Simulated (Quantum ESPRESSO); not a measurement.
# Ge (I4_1/amd) in Quantum ESPRESSO: single point with PBEsol

Aim: the single point of Ge with PBEsol.

All numbers are computed with Quantum ESPRESSO 7.5; they aren't measurements. Logs are shortened: lines on timing, memory, paths and dates and some standing lists are left out, and cuts for length are marked.

### Step 1. Starting point

Symmetry: I4_1/amd, No. 141, tetragonal system. Conventional cell: a = 4.097 Å, b = 4.097 Å, c = 5.564 Å, α = 90.00°, β = 90.00°, γ = 90.00°. Ge (site symmetry -4m2) has 4 Ge at 2.48 Å as nearest neighbours.

### Step 2. Single point, PBEsol

The input, pw.in:

```
&CONTROL
  calculation = 'scf'
  prefix = 'pwscf'
  outdir = './tmp'
  pseudo_dir = './pseudo'
  tprnfor = .true.
  tstress = .true.
  disk_io = 'nowf'
/
&SYSTEM
  ibrav = 0
  nat = 2
  ntyp = 1
  ecutwfc = 78
  nbnd = 21
  occupations = 'smearing'
  smearing = 'gaussian'
  degauss = 0.00073499
/
&ELECTRONS
  conv_thr = 4d-10
  electron_maxstep = 120
  mixing_beta = 0.5
/
ATOMIC_SPECIES
Ge    72.6300 Ge.upf
CELL_PARAMETERS angstrom
   0.0000000000    2.8968000000    2.7820640000
   2.8968000000    0.0000000000    2.7820640000
   2.8968000000    2.8968000000    0.0000000000
ATOMIC_POSITIONS crystal
Ge     0.0000000000    0.0000000000    0.0000000000
Ge     0.2500000000    0.2500000000    0.2500000000
K_POINTS automatic
10 10 10 0 0 0
```

Potentials or basis: PseudoDojo 0.4.1 SR PBEsol standard.

Started as:

```bash
$ OMP_NUM_THREADS=1 pw.x -in pw.in > pw.out
```

pw.out:

```text
This program is part of the open-source Quantum ESPRESSO suite
     for quantum simulation of materials; please cite
[... 9 lines left out ...]
     --------------------
     sticks:   dense  smooth     PW     G-vecs:    dense   smooth      PW
     Sum        1261    1261    369                29377    29377    4741

     Using Slab Decomposition

     bravais-lattice index     =            0
     lattice parameter (alat)  =       7.5899  a.u.
     unit-cell volume          =     315.0872 (a.u.)^3
     number of atoms/cell      =            2
     number of atomic types    =            1
     number of electrons       =        28.00
     number of Kohn-Sham states=           21
     kinetic-energy cutoff     =      78.0000  Ry
     charge density cutoff     =     312.0000  Ry
     scf convergence threshold =      4.0E-10
     mixing beta               =       0.5000
     number of iterations used =            8  plain     mixing
     Exchange-correlation= PBESOL
                           (   1   4  10   8   0   0   0)

     celldm(1)=   7.589863  celldm(2)=   0.000000  celldm(3)=   0.000000
     celldm(4)=   0.000000  celldm(5)=   0.000000  celldm(6)=   0.000000

     crystal axes: (cart. coord. in units of alat)
               a(1) = (   0.000000   0.721246   0.692679 )
               a(2) = (   0.721246   0.000000   0.692679 )
               a(3) = (   0.721246   0.721246   0.000000 )

     reciprocal axes: (cart. coord. in units 2 pi/alat)
               b(1) = ( -0.693245  0.693245  0.721835 )
               b(2) = (  0.693245 -0.693245  0.721835 )
               b(3) = (  0.693245  0.693245 -0.721835 )

     PseudoPot. # 1 for Ge read from file:
     Ge.upf
     Pseudo is Norm-conserving + core correction, Zval = 14.0
     Generated using ONCVPSP code by D. R. Hamann
     Using radial grid of 1560 points,  6 beta functions with:
                l(1) =   0
                l(2) =   0
                l(3) =   1
                l(4) =   1
                l(5) =   2
                l(6) =   2

     atomic species   valence    mass     pseudopotential
     Ge               14.00    72.63000     Ge( 1.00)

     16 Sym. Ops., with inversion, found ( 8 have fractional translation)

   Cartesian axes

     site n.     atom                  positions (alat units)
         1        Ge     tau(   1) = (   0.0000000   0.0000000   0.0000000  )
         2        Ge     tau(   2) = (   0.3606230   0.3606230   0.3463395  )

     number of k points=   102  Gaussian smearing, width (Ry)=  0.0007

     Number of k-points >= 100: set verbosity='high' to print them.

     Dense  grid:    29377 G-vectors     FFT dimensions: (  48,  48,  48)

     Initial potential from superposition of free atoms

     starting charge      27.9985, renormalised to      28.0000
     Starting wfcs are   18 randomized atomic wfcs +    3 random wfcs

     Self-consistent Calculation

     iteration #  1     ecut=    78.00 Ry     beta= 0.50
     Davidson diagonalization with overlap
     ethr =  1.00E-02,  avg # of iterations =  5.3

     Threshold (ethr) on eigenvalues was too large:
     Diagonalizing with lowered threshold

     Davidson diagonalization with overlap
     ethr =  1.10E-04,  avg # of iterations =  3.6

     total energy              =    -356.80626127 Ry
     estimated scf accuracy    <       0.03131439 Ry

     iteration #  2     ecut=    78.00 Ry     beta= 0.50
     Davidson diagonalization with overlap
     ethr =  1.12E-04,  avg # of iterations =  1.0

     total energy              =    -356.80548827 Ry
     estimated scf accuracy    <       0.00569967 Ry

     iteration #  3     ecut=    78.00 Ry     beta= 0.50
     Davidson diagonalization with overlap
     ethr =  2.04E-05,  avg # of iterations =  2.4

     total energy              =    -356.80581184 Ry
     estimated scf accuracy    <       0.00007917 Ry

     iteration #  4     ecut=    78.00 Ry     beta= 0.50
     Davidson diagonalization with overlap
     ethr =  2.83E-07,  avg # of iterations =  4.8

     total energy              =    -356.80582417 Ry
     estimated scf accuracy    <       0.00000673 Ry

     iteration #  5     ecut=    78.00 Ry     beta= 0.50
     Davidson diagonalization with overlap
     ethr =  2.41E-08,  avg # of iterations =  1.4

     total energy              =    -356.80582432 Ry
     estimated scf accuracy    <       0.00000050 Ry

     iteration #  6     ecut=    78.00 Ry     beta= 0.50
     Davidson diagonalization with overlap
     ethr =  1.78E-09,  avg # of iterations =  2.0

     total energy              =    -356.80582455 Ry
     estimated scf accuracy    <       0.00000012 Ry

     iteration #  7     ecut=    78.00 Ry     beta= 0.50
     Davidson diagonalization with overlap
     ethr =  4.19E-10,  avg # of iterations =  2.0

     total energy              =    -356.80582457 Ry
     estimated scf accuracy    <          1.4E-09 Ry

     iteration #  8     ecut=    78.00 Ry     beta= 0.50
     Davidson diagonalization with overlap
     ethr =  4.83E-12,  avg # of iterations =  2.2

     total energy              =    -356.80582457 Ry
     estimated scf accuracy    <          5.0E-10 Ry

     iteration #  9     ecut=    78.00 Ry     beta= 0.50
     Davidson diagonalization with overlap
     ethr =  1.77E-12,  avg # of iterations =  1.0

     End of self-consistent calculation

     Number of k-points >= 100: set verbosity='high' to print the bands.

     the Fermi energy is     8.9303 ev

!    total energy              =    -356.80582457 Ry
     estimated scf accuracy    <          1.4E-10 Ry
     smearing contrib. (-TS)   =      -0.00000000 Ry
     internal energy E=F+TS    =    -356.80582457 Ry

     The total energy is F=E-TS. E is the sum of the following terms:
     one-electron contribution =    -186.69641611 Ry
     hartree contribution      =     111.77783618 Ry
     xc contribution           =     -86.35058874 Ry
     ewald contribution        =    -195.53665590 Ry

     convergence has been achieved in   9 iterations

     Forces acting on atoms (cartesian axes, Ry/au):

     atom    1 type  1   force =     0.00000000    0.00000000   -0.00000000
     atom    2 type  1   force =     0.00000000    0.00000000    0.00000000

     Total force =     0.000000     Total SCF correction =     0.000000

     Computing stress (Cartesian axis) and pressure

          total   stress  (Ry/bohr**3)                   (kbar)     P=      -14.16
  -0.00015580  -0.00000000   0.00000000          -22.92       -0.00        0.00
  -0.00000000  -0.00015580  -0.00000000           -0.00      -22.92       -0.00
   0.00000000  -0.00000000   0.00002292            0.00       -0.00        3.37

=------------------------------------------------------------------------------=
   JOB DONE.
=------------------------------------------------------------------------------=
```

Wall time 2.1 min (1 thread of Intel Xeon Platinum 8375C at 2.90GHz (Ice Lake), shared host); peak memory 0.18 GiB.

What came out:

```
Free energy            : -4854.5906 eV
Pressure               : -1.4 GPa
Band gap on the k mesh : 0.10 eV, indirect (least direct gap 0.29 eV)
```
